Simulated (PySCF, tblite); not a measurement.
**C7H14P+: geometry, infrared bands and NMR shifts**

What infrared bands and NMR shifts should C7H14P+ (`C=C[PH+](C=C)CCC`) show?

The runs use tblite 0.8.0 and PySCF 2.14.0, with density-fitted response routines of our own; the level of theory stands in each step. All values are computed, except where a source is named. Atoms count from 0, in the outputs and in this text.

## Step 1: The molecule as given

22 atoms, charge 1, multiplicity 1; geometry from: force field or distance geometry start.

Bonds of the start (Å): C0–C1 1.32, C1–P2 1.75, P2–C3 1.74, C3–C4 1.33, P2–C5 1.79, C5–C6 1.52, C6–C7 1.52, C0–H8 1.08, C0–H9 1.09, C1–H10 1.09, P2–H11 1.41, C3–H12 1.11, C4–H13 1.10, C4–H14 1.08, C5–H15 1.11, C5–H16 1.10, C6–H17 1.10, C6–H18 1.10, C7–H19 1.09, C7–H20 1.09, C7–H21 1.09.

## Step 2: Relaxing the molecule with GFN2-xTB

Job settings and geometry (Å):

```
{"job": {"kind": "relax", "xc": "GFN2-xTB", "basis": "xTB"}, "charge": 1, "multiplicity": 1}
C     -1.557100     2.898400    -0.595700
C     -1.188400     1.917400     0.213500
P     -0.426700     0.443500    -0.358300
C     -1.617700    -0.759800     0.049200
C     -2.142300    -1.604800    -0.839800
C      0.927200     0.171200     0.772700
C      1.725700    -1.100400     0.507700
C      2.421800    -1.080100    -0.838500
H     -1.422000     2.824100    -1.667600
H     -2.034800     3.799900    -0.200500
H     -1.352500     2.033900     1.288700
H     -0.146000     0.490900    -1.739400
H     -1.949900    -0.854800     1.100300
H     -1.846200    -1.556000    -1.894400
H     -2.878900    -2.339800    -0.557400
H      0.541500     0.143500     1.812500
H      1.606500     1.038300     0.719600
H      1.060600    -1.979100     0.564400
H      2.480800    -1.220000     1.301500
H      1.694400    -1.042200    -1.653700
H      3.080300    -0.215700    -0.927200
H      3.013300    -1.989200    -0.971500
```

Launch:

```console
OMP_NUM_THREADS=1 python probes_run.py task.json out
```

This one command runs all jobs of the session in turn.

**Question.** This job is followed by: GFN2-xTB harmonic vibrations, gas phase; GIAO PBE0/pcSseg-1 NMR shielding, non-relativistic, gas phase. What will the session give for the following? strongest single infrared mode (GFN2-xTB); zero-point energy (GFN2-xTB); 13C shifts against TMS (PBE0/pcSseg-1, means over atoms taken as alike); 1H shifts against TMS (PBE0/pcSseg-1, means over atoms taken as alike); 31P shifts against H3PO4 (PBE0/pcSseg-1).

**Answer**, as computed:

```
                                                               quantity                                         value
                              strongest single infrared mode (GFN2-xTB)                          2422 cm⁻¹, 75 km/mol
                                           zero-point energy (GFN2-xTB)                                116.3 kcal/mol
13C shifts against TMS (PBE0/pcSseg-1, means over atoms taken as alike)            156.9, 120.9, 30.6, 19.4, 15.8 ppm
 1H shifts against TMS (PBE0/pcSseg-1, means over atoms taken as alike)  7.38, 7.07, 6.37, 6.09, 2.64, 2.04, 1.20 ppm
                               31P shifts against H3PO4 (PBE0/pcSseg-1)                                       4.0 ppm
```

In words: Over 119 steps the energy fell by 0.306 eV; of the close pairs, P2–C3 changed most, 1.741 to 1.792 Å. All 60 modes are real, so the xTB geometry is a minimum. The strongest single mode, at 2422 cm⁻¹, moves mainly H11. Unscaled tight-binding wavenumbers are off by several per cent, some by more. Its intensities can rank the bands wrongly. At PBE0/pcSseg-1: The widest tensor belongs to C0, C4: span 264 ppm, with a paramagnetic part of -224 ppm.
